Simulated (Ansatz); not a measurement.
# BH4NO2: the cost of one run

Program: Ansatz 0.2.0. Level of theory: RKS PBE-D4/6-31G*. These are calculated values, not measurements.

### 1 The system as given

Bond lengths: B1–O2 1.410 Å, O2–H3 1.010 Å, B1–N4 1.550 Å, N4–H5 1.060 Å, N4–H6 1.060 Å, B1–O7 1.410 Å, O7–H8 1.010 Å. Angles: B1–O2–H3 109.5°, O2–B1–N4 120.0°, O2–B1–O7 120.0°, N4–B1–O7 120.0°, B1–N4–H5 120.0°, B1–N4–H6 120.0°, H5–N4–H6 120.0°, B1–O7–H8 109.5°.

Structure file:

```xyz
8

B     0.0000    0.0000    0.0000
O     0.0000    0.0000    1.4100
H    -0.9095   -0.2814    1.7471
N     1.3423    0.0000   -0.7750
H     1.8089   -0.9179   -1.0268
H     1.7937    0.9179   -1.0532
O    -1.2211    0.0000   -0.7050
H    -1.7308   -0.8467   -0.4965
```

### 2 Relaxing the start

Contents of input.yaml:

```yaml
crystal:
  periodic: [false, false, false]
  atoms:
    - { symbol: B, position_ang: [0.0, 0.0, 0.0] }
    - { symbol: O, position_ang: [0.0, 0.0, 1.41] }
    - { symbol: H, position_ang: [-0.9095, -0.2814, 1.7471] }
    - { symbol: "N", position_ang: [1.3423, 0.0, -0.775] }
    - { symbol: H, position_ang: [1.8089, -0.9179, -1.0268] }
    - { symbol: H, position_ang: [1.7937, 0.9179, -1.0532] }
    - { symbol: O, position_ang: [-1.2211, 0.0, -0.705] }
    - { symbol: H, position_ang: [-1.7308, -0.8467, -0.4965] }
basis:
  gaussian: { orbitals: "6-31G*" }
hamiltonian:
  xc: pbe
  dispersion: d4
relax:
  f_tol: 0.02
  max_steps: 40
```

On the command line:

```bash
> ansatz run input.yaml --threads 1 --pin off --max-ram 2048MiB --backend cpu --events-out ev --progress --plain --runs-dir out
```

Q: Estimate wall time and peak memory on 1 thread of Arm Neoverse V2, shared host.

About 18 s, with a peak of 0.13 GiB.
